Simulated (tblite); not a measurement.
# Al15H15N18: the cost of one run

Computed with tblite 0.8.0 and PySCF 2.14.0 and routines of our own; the level stands in each step. Atoms count from 0.

### Step 1. The system as given

48 atoms, charge 0, multiplicity 1; geometry from: force field, distance geometry or constructed start.

### Step 2. Optimising the geometry with GFN2-xTB

What the job is given:

```
{"job": {"kind": "relax", "xc": "GFN2-xTB", "basis": "xTB"}, "charge": 0, "multiplicity": 1}
N     -1.553900     0.898200    -0.001600
Al    -3.120900     1.802600    -0.006900
N     -4.671300     0.897700     0.001000
Al    -4.677200    -0.895600    -0.006200
N     -3.118700    -1.801200     0.003400
Al    -1.562100    -0.900500    -0.002600
N      3.117800     3.601700    -0.003300
Al     1.562200     4.502700     0.001500
N      0.002700     3.597900    -0.000400
Al    -0.002800     1.799200     0.001600
N      1.556700     0.898800    -0.002100
Al     3.115200     1.798000    -0.000000
N      4.673100     0.900700     0.005000
Al     1.561000    -0.900600    -0.002700
N      3.115500    -1.794900     0.000200
Al     4.674600    -0.899400     0.006300
N     -6.235000    -1.798100     0.000900
Al    -6.236500    -3.603400    -0.001000
N     -4.677100    -4.498200     0.002500
Al    -3.114900    -3.599100     0.002700
N     -0.002300    -1.796200     0.001500
N      1.557900     6.301500    -0.000200
Al     0.003400     7.204600     0.006600
N     -1.563000     6.295700    -0.001500
Al    -1.558300     4.502600     0.000900
Al    -0.006100    -3.600900     0.002500
N      1.559500    -4.497700    -0.000700
Al     3.117100    -3.599400     0.001200
N      6.236000    -1.799600    -0.002000
N      4.677600    -4.499600     0.003400
Al     6.239000    -3.599400    -0.001100
N     -3.119600     3.601300     0.000200
N     -1.559800    -4.499900    -0.001900
H     -5.575100     1.418700     0.003700
H      4.019600     4.121800    -0.003300
H      5.577700     1.422200    -0.002900
H     -7.136800    -1.279900    -0.004100
H     -7.568200    -4.367500    -0.002600
H     -4.675400    -5.543900    -0.000100
H      2.454700     6.823400     0.001200
H     -0.000100     8.737700     0.003800
H     -2.453600     6.814400     0.003700
H      1.563700    -5.539000    -0.003600
H      7.138600    -1.280500    -0.001800
H      4.672800    -5.538300     0.002400
H      7.567200    -4.368400    -0.003400
H     -4.016000     4.120100    -0.000600
H     -1.559100    -5.537400     0.002300
```

Launch:

```sh
OMP_NUM_THREADS=4 python large_run.py task.json out
```

This one command runs all jobs of the session in turn.

Q: Estimate the wall time and peak memory of this first job on 4 threads of Arm Neoverse N1, shared host.

About 2.2 s, with a peak of 0.16 GiB.
